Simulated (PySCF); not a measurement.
# HfNCl: relaxation and vibrations of the singlet

Where does singlet HfNCl go from a linear start, is the end point a minimum, and what are its modes, charges and moments?

Program: PySCF 2.14.0. Level of theory: PBE0, basis Hf def2-TZVP with ECP60, N def2-TZVP, Cl def2-TZVP, scalar-relativistic core potentials, no spin–orbit coupling, density fitting. These are calculated values, not measurements.

## Step 1: The system as given

3 atoms, charge 0, spin multiplicity 1.

Bond lengths: Hf1–N2 1.880 Å, Hf1–Cl3 2.510 Å. Angles: N2–Hf1–Cl3 180.0°.

Z-matrix (Å, degrees; charge 0 multiplicity 1):
```
Hf
N  1 1.8800
Cl 1 2.5100 2 180.00
```

## Step 2: Finding the electronic state

One driver script runs all steps and calls PySCF; scf.py shows how it sets up the SCF of each step. The optimiser is the driver's own. After this first run the driver tries any further starts and a stability analysis.

scf.py

```python
from pyscf import gto, scf, dft
mol = gto.M(atom='''
Hf     0.000000     0.000000     0.000000
N      0.000000     0.000000    -1.880000
Cl     0.000000     0.000000     2.510000''',
    basis={'Hf': 'def2-TZVP', 'N': 'def2-TZVP', 'Cl': 'def2-TZVP'},
    ecp={'Hf': 'def2-TZVP'},
    charge=0, spin=0)
mf = dft.RKS(mol, xc='PBE0')
mf.grids.atom_grid = (50, 194)
aux = {'Hf': 'def2-universal-JKFIT', 'N': 'def2-universal-JKFIT', 'Cl': 'def2-universal-JKFIT'}
mf = mf.density_fit(auxbasis=aux)
mf.conv_tol = 1e-08
mf.diis_space = 10
mf.max_cycle = 60
mf.init_guess = 'minao'
mf.verbose = 4
mf.kernel()
```

Launch:

```console
$ OMP_NUM_THREADS=2 python axn.py task.json out
```

Log, cut to the lines that bear on the results:

```text
[... the frontier levels of the middle cycles are left out ...]
init E= -544.230279089641
  HOMO = -0.431154991650288  LUMO = -0.333043811416259  gap/eV = 2.66974
cycle= 1 E= -562.454891881583  delta_E= -18.2  |g|= 0.954  |ddm|= 6.68
  HOMO = -0.134779451805437  LUMO = -0.125810158348893  gap/eV = 0.24407
cycle= 2 E= -557.81486233747  delta_E= 4.64  |g|= 2.64  |ddm|= 3.14
  HOMO = -0.192818644286849  LUMO = -0.109825402910554  gap/eV = 2.25836
cycle= 3 E= -562.544466863677  delta_E= -4.73  |g|= 0.663  |ddm|=  3.1
cycle= 4 E= -562.661773282362  delta_E= -0.117  |g|= 0.322  |ddm|= 0.709
cycle= 5 E= -562.683258761467  delta_E= -0.0215  |g|= 0.104  |ddm|= 0.198
cycle= 6 E= -562.684025689545  delta_E= -0.000767  |g|= 0.0914  |ddm|= 0.056
cycle= 7 E= -562.685607841707  delta_E= -0.00158  |g|= 0.0427  |ddm|= 0.0318
cycle= 8 E= -562.685990356777  delta_E= -0.000383  |g|= 0.0183  |ddm|= 0.0339
cycle= 9 E= -562.686072729265  delta_E= -8.24e-05  |g|= 0.00346  |ddm|= 0.0112
cycle= 10 E= -562.686075632822  delta_E= -2.9e-06  |g|= 0.00141  |ddm|= 0.00331
cycle= 11 E= -562.686076140459  delta_E= -5.08e-07  |g|= 0.000183  |ddm|= 0.000943
cycle= 12 E= -562.686076173615  delta_E= -3.32e-08  |g|= 0.000426  |ddm|= 0.00127
cycle= 13 E= -562.686076232387  delta_E= -5.88e-08  |g|= 9.73e-05  |ddm|= 0.000928
cycle= 14 E= -562.686076235006  delta_E= -2.62e-09  |g|= 3.23e-06  |ddm|= 0.000141
  HOMO = -0.222933691778075  LUMO = -0.145475083708876  gap/eV = 2.10776
Extra cycle  E= -562.686076234975  delta_E= 3.12e-11  |g|= 1.21e-05  |ddm|= 7.78e-06
converged SCF energy = -562.686076234975
```

This step, with its further starts and checks, took 9.2 s on 2 threads of Arm Neoverse V2, shared host.

The starts that the driver tried:

```csv
start,energy (Eh)
the minimal-basis guess,-562.686076
a thermally smeared density,-562.686076
a smeared PBE density,-562.686076
```

No lower closed-shell solution turned up from the other starts or in the test of internal stability.

## Step 3: Relaxation: linear start, singlet

The program finds C∞v symmetry in the start, which this walk keeps. Threshold on the gradient: 0.0003 Eh/bohr, with a further test on the energy change.

scf.py: that of step 2 with these lines changed.

```diff
@@ -3,3 +3,3 @@
-Hf     0.000000     0.000000     0.000000
-N      0.000000     0.000000    -1.880000
-Cl     0.000000     0.000000     2.510000''',
+Hf     0.000000     0.000000    -0.268419
+N      0.000000     0.000000    -2.148419
+Cl     0.000000     0.000000     2.241581''',
@@ -16 +15,0 @@
-mf.init_guess = 'minao'
```

Steps of the walk:

```csv
step,energy (Eh),change (kJ/mol),largest symmetric gradient (Eh/bohr)
0,-562.686076,0.00,0.12029
1,-562.708242,-58.20,0.00570
2,-562.708269,-58.27,0.00304
3,-562.708277,-58.29,0.00030
4,-562.708277,-58.29,0.00011
```

The walk took 8.5 s.

After 4 steps and 58.3 kJ/mol it ends at C∞v: Hf–Cl 2.499 Å, Hf–N 1.709 Å; Cl–Hf–N 180.0°.

## Step 4: Is it a minimum? Harmonic modes

On the finer grid the gradient is checked again; gradients at displacements of ±0.02 bohr then give force constants and infrared intensities.

scf.py: that of step 3 with these lines changed.

```diff
@@ -3,3 +3,3 @@
-Hf     0.000000     0.000000    -0.268419
-N      0.000000     0.000000    -2.148419
-Cl     0.000000     0.000000     2.241581''',
+Hf    -0.000000     0.000000    -0.276871
+N     -0.000000     0.000000    -1.985842
+Cl     0.000000     0.000000     2.220914''',
@@ -10 +10 @@
-mf.grids.atom_grid = (50, 194)
+mf.grids.atom_grid = (75, 302)
@@ -13 +13 @@
-mf.conv_tol = 1e-08
+mf.conv_tol = 1e-10
```

The driver hands on the density of the step before, so the log starts near convergence.

SCF at the final geometry:

```text
init E= -562.708352410991
  HOMO = -0.232899144735409  LUMO = -0.129333834856778  gap/eV = 2.81816
cycle= 1 E= -562.70835240897  delta_E= 2.02e-09  |g|= 9.69e-05  |ddm|= 7.85e-05
  HOMO = -0.232915823342866  LUMO = -0.129337105620443  gap/eV = 2.81852
cycle= 2 E= -562.708352372473  delta_E= 3.65e-08  |g|= 0.000411  |ddm|= 0.000316
  HOMO = -0.232902064822877  LUMO = -0.129334272772742  gap/eV = 2.81822
cycle= 3 E= -562.708352411112  delta_E= -3.86e-08  |g|= 2.91e-06  |ddm|= 0.000257
  HOMO = -0.232902254836471  LUMO = -0.129334396615951  gap/eV = 2.81822
cycle= 4 E= -562.708352411114  delta_E= -2.05e-12  |g|= 4.76e-07  |ddm|= 3.02e-06
  HOMO = -0.232902340279359  LUMO = -0.129334418933484  gap/eV = 2.81823
Extra cycle  E= -562.708352411113  delta_E= 1.59e-12  |g|= 1.69e-06  |ddm|= 1.1e-06
converged SCF energy = -562.708352411113
```

The whole step took 28 s.

Geometry: C∞v; Hf–Cl 2.498 Å, Hf–N 1.709 Å; Cl–Hf–N 180.0°.

Modes, for the most abundant isotopes:

| symmetry | ω (cm⁻¹) | IR (km/mol) | μ (u) | type |
| --- | --- | --- | --- | --- |
| π | 141i | 191 | 18.05 | bend |
| σ+ | 290 | 27.9 | 39.06 | stretch |
| σ+ | 1047 | 230 | 14.96 | stretch |

2 modes are imaginary, the largest at 141i cm⁻¹: a saddle point, not a minimum.

Properties at this point:

| Property | Result |
| --- | --- |
| Dipole moment | 0.98 D |
| Highest occupied level | -6.34 eV |
| Lowest empty level | -3.52 eV |
| Rotational constants | 0.0698 cm⁻¹ |
| Zero-point energy (real modes) | 8.0 kJ/mol |
| Principal polarisabilities | 48.1, 48.1, 85.9 bohr³ |
| Atomisation energy without zero-point energy | 852 kJ/mol |
| Principal traceless quadrupole moments about the centre of mass | -24.53, 12.26, 12.26 D Å |

Charges (e) and bond orders:

```json
{"atom": "Hf1", "Mulliken": "0.96", "Löwdin": "0.52", "polar tensor": "1.94", "Mayer order to Hf1": "–"}
{"atom": "N2", "Mulliken": "-0.47", "Löwdin": "-0.34", "polar tensor": "-1.24", "Mayer order to Hf1": "3.07"}
{"atom": "Cl3", "Mulliken": "-0.49", "Löwdin": "-0.18", "polar tensor": "-0.70", "Mayer order to Hf1": "0.94"}
```

Mulliken populations on Hf1 (outside its core potential): s 2.42, p 6.26, d 2.27, f 0.09.

## Step 5: Following the imaginary mode

The atoms are moved a little along the softest imaginary mode and relaxed again.

The program finds Cs symmetry in the start, which this walk keeps. Threshold on the gradient: 0.0003 Eh/bohr, with a further test on the energy change.

scf.py: that of step 4 with these lines changed.

```diff
@@ -3,3 +3,3 @@
-Hf    -0.000000     0.000000    -0.276871
-N     -0.000000     0.000000    -1.985842
-Cl     0.000000     0.000000     2.220914''',
+Hf    -0.002322    -0.032683    -0.277015
+N      0.017719     0.249371    -1.985986
+Cl     0.004855     0.068323     2.220770''',
@@ -10 +10 @@
-mf.grids.atom_grid = (75, 302)
+mf.grids.atom_grid = (50, 194)
@@ -13 +13 @@
-mf.conv_tol = 1e-10
+mf.conv_tol = 1e-08
```

Steps of the walk:

```csv
step,energy (Eh),change (kJ/mol),largest symmetric gradient (Eh/bohr)
0,-562.709384,0.00,0.02274
1,-562.711000,-4.24,0.01066
2,-562.718345,-23.53,0.01943
3,-562.726646,-45.32,0.04179
4,-562.730389,-55.15,0.03539
5,-562.736347,-70.79,0.02545
6,-562.737173,-72.96,0.02273
7,-562.737970,-75.05,0.00960
8,-562.738147,-75.52,0.00037
9,-562.738147,-75.52,0.00008
```

The walk took 22 s.

Geometry (Å) and forces (eV/Å) at some steps:

```
step 0
Hf  -0.002  -0.033  -0.277  -0.018  -0.218  -1.057
N    0.018   0.249  -1.986   0.006   0.050   1.169
Cl   0.005   0.068   2.221   0.012   0.167  -0.112
step 1
Hf  -0.005  -0.073  -0.287  -0.042  -0.548   0.133
N    0.019   0.272  -1.959   0.026   0.334  -0.067
Cl   0.006   0.086   2.203   0.016   0.214  -0.066
step 5
Hf  -0.042  -0.593  -0.305   0.023   0.195  -1.312
N    0.041   0.571  -1.611  -0.038  -0.529   1.017
Cl   0.022   0.307   1.873   0.015   0.334   0.295
step 9
Hf  -0.046  -0.650  -0.337   0.006   0.005  -0.006
N    0.042   0.592  -1.530  -0.002   0.004   0.005
Cl   0.024   0.344   1.825  -0.004  -0.009   0.001
```

After 9 steps and 75.5 kJ/mol it ends at Cs: Hf–Cl 2.381 Å, Hf–N 1.724 Å; Cl–Hf–N 109.0°.

## Step 6: Is it a minimum? Harmonic modes

As before: finer grid, then central differences.

scf.py: that of step 5 with these lines changed.

```diff
@@ -3,3 +3,3 @@
-Hf    -0.002322    -0.032683    -0.277015
-N      0.017719     0.249371    -1.985986
-Cl     0.004855     0.068323     2.220770''',
+Hf    -0.016336    -0.229899    -0.257677
+N      0.072127     1.015069    -1.447983
+Cl     0.054524     0.767338     1.902689''',
@@ -10 +10 @@
-mf.grids.atom_grid = (50, 194)
+mf.grids.atom_grid = (75, 302)
@@ -13 +13 @@
-mf.conv_tol = 1e-08
+mf.conv_tol = 1e-10
```

Log of the central SCF (cycles and frontier levels):

```text
init E= -562.738138948925
  HOMO = -0.222887528484912  LUMO = -0.122007130939857  gap/eV = 2.74510
cycle= 1 E= -562.738138948925  delta_E= 7.96e-13  |g|= 5.95e-07  |ddm|= 2.3e-06
  HOMO = -0.222887504332531  LUMO = -0.122007024506806  gap/eV = 2.74510
Extra cycle  E= -562.738138948927  delta_E= -2.27e-12  |g|= 1.56e-06  |ddm|= 1.69e-06
converged SCF energy = -562.738138948927
```

The whole step took 39 s on 2 threads of Arm Neoverse V2, shared host.

Geometry: Cs; Hf–Cl 2.380 Å, Hf–N 1.725 Å; Cl–Hf–N 108.8°.

Harmonic modes (main isotopes):

| symmetry | ω (cm⁻¹) | IR (km/mol) |
| --- | --- | --- |
| a' | 186 | 15.6 |
| a' | 354 | 59.5 |
| a' | 970 | 69.2 |

No imaginary mode, so this is a minimum.

Constants and moments:

| Item | Value |
| --- | --- |
| Dipole moment | 7.27 D |
| Highest occupied level | -6.07 eV |
| Lowest empty level | -3.32 eV |
| Rotational constants | 0.5232, 0.09343, 0.07927 cm⁻¹ |
| Zero-point energy | 9.0 kJ/mol |
| Principal polarisabilities | 36.1, 52.9, 79.6 bohr³ |
| Atomisation energy without zero-point energy | 930 kJ/mol |
| Principal traceless quadrupole moments about the centre of mass | -17.26, 5.78, 11.49 D Å |
| Entropy at 298.15 K and 1 bar | 298.2 J/(mol K) |
| Heat capacity Cp at 298.15 K | 49.3 J/(mol K) |
| Enthalpy at 298.15 K above 0 K | 12.49 kJ/mol |
| Rotational symmetry number | 1 |

Populations by atom (charges in e):

```json
{"atom": "Hf1", "Mulliken": "0.92", "Löwdin": "0.43", "polar tensor": "1.31", "Mayer order to Hf1": "–"}
{"atom": "N2", "Mulliken": "-0.51", "Löwdin": "-0.40", "polar tensor": "-0.73", "Mayer order to Hf1": "3.04"}
{"atom": "Cl3", "Mulliken": "-0.41", "Löwdin": "-0.03", "polar tensor": "-0.59", "Mayer order to Hf1": "1.02"}
```

Mulliken populations on Hf1 (outside its core potential): s 2.26, p 6.26, d 2.49, f 0.07.

## Step 7: Stability of the closed shell

At the lowest minimum the closed shell is tested against spin polarisation, on the (50, 194) grid. It is stable.

## Step 8: All stationary points

| spin | group | bonds | imaginary modes (cm⁻¹) | ΔE (kJ/mol) | with zero-point energy |
| --- | --- | --- | --- | --- | --- |
| singlet | Cs | Hf–Cl 2.380 Å, Hf–N 1.725 Å | none | 0.0 | 0.0 |
| singlet | C∞v | Hf–Cl 2.498 Å, Hf–N 1.709 Å | 141i, 141i | 78.2 | – |

## Step 9: Summary of results

```
                                 quantity                                        value
                                  minimum                                  singlet, Cs
                                 geometry  Hf–Cl 2.380 Å, Hf–N 1.725 Å; Cl–Hf–N 108.8°
                       wavenumbers (cm⁻¹)                 186 (a'), 354 (a'), 970 (a')
                            dipole moment                                       7.27 D
     highest occupied, lowest empty level                              -6.07, -3.32 eV
               polar-tensor charge of Hf1                                      +1.31 e
                        zero-point energy                                   9.0 kJ/mol
                      entropy at 298.15 K                              298.2 J/(mol K)
atomisation energy (no zero-point energy)                                   930 kJ/mol
```

The linear start (C∞v) ends in a minimum of Cs symmetry, after a stop at a second-order saddle point 78.2 kJ/mol higher, from which it was pushed off along an imaginary mode. The strongest infrared band lies at 970 cm⁻¹ (a', stretch). With 7.3 D the molecule is strongly polar. Only this shape and spin were tried, so other structures or states may lie lower. With an element this heavy the missing spin–orbit coupling can shift these numbers.

The search up to here took 1.8 min.
